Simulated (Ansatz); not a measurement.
# SeO (quintet): from Hartree-Fock to the top rungs, cc-pVDZ

One table from this session's results is given with a row withheld; the runs are named, their logs left out.

The runs use Ansatz 0.2.0, Gaussian basis; cc-pVDZ, core rule «outside noble gas», up to 15 orbitals frozen.

The runs, in order: UHF; CCSD(T) on ROHF; CCSD(T) on UHF; BCCD(T) on ROHF; CISD; CCSDT(Q) on ROHF; CCSDT(Q) on UHF; CASSCF and MRCISD+Q, 12 electrons in 8 orbitals; CASSCF and NEVPT2, 12 electrons in 8 orbitals.

19 further runs of the same task are left out: 7 that didn't finish, 12 set aside as unsound or not needed.

### The system

The geometry is a PBE0/def2-TZVP stationary point (not a proven minimum) of the parent state, kept for this charge and spin. No spin-orbit coupling is included. The filled d shell of Se may be among the frozen orbitals whatever the setting's name suggests; the logs give the count.

2 atoms, charge 0, spin multiplicity 5.

Atoms are counted from 1 here; the program's logs count them from 0.

Bond lengths: O1–Se2 1.633 Å.

Set-up of the first run:

The input, in.yaml:

```yaml
crystal:
  periodic: [false, false, false]
  atoms:
    - {symbol: O, position_ang: [0.000000, 0.000000, 0.000000]}
    - {symbol: Se, position_ang: [0.000000, 0.000000, 1.632800]}
basis:
  gaussian: {orbitals: cc-pVDZ}
magnetization: {spin_polarized: true, initial_magnetization: 4}
hamiltonian: {xc: hf}
output: {orbitals: {seedname: orbitals}}
```

Run with:

```bash
$ ansatz run in.yaml --threads 1 --pin off --events-out ev --progress --plain --max-ram 2393MiB
```

Steps of the session up to this table: UHF; CCSD(T) on ROHF; CCSD(T) on UHF; BCCD(T) on ROHF; CISD; CCSDT(Q) on ROHF; CCSDT(Q) on UHF; CASSCF and MRCISD+Q, 12 electrons in 8 orbitals; CASSCF and NEVPT2, 12 electrons in 8 orbitals.

One table of the session follows, with a row left open; its other results are not shown here.

| method | from UCCSDT(Q) (meV) |
| --- | --- |
| ROHF | +6940.7 |
| UHF | +6688.3 |
| RMP2 | +748.0 |
| UMP2 | +784.7 |
| CISD | +514.7 |
| RCCSD | +161.7 |
| UCCSD | +145.6 |
| RCCSD(T) | +34.7 |
| UCCSD(T) | +26.3 |
| BCCD(T) | +35.4 |
| RCCSDT | +22.5 |
| UCCSDT | ? |
| RCCSDT(Q) | +10.1 |
| UCCSDT(Q) | 0 |
| CASSCF valence | +6788.0 |
| NEVPT2 valence | +1221.9 |
| MRCISD valence | +552.8 |
| MRCISD+Q valence | +70.7 |

Estimate the missing values for UCCSDT.

The run gave: from UCCSDT(Q) (meV): +12.8. In the column «from UCCSDT(Q) (meV)» it lies between RCCSDT(Q) (+10.1) and RCCSDT (+22.5).

Caveats from the session: Restricted and unrestricted rows rest on different reference determinants; where their highest levels disagree by more than a few hundredths of an eV, they describe different states and don't form one ladder.
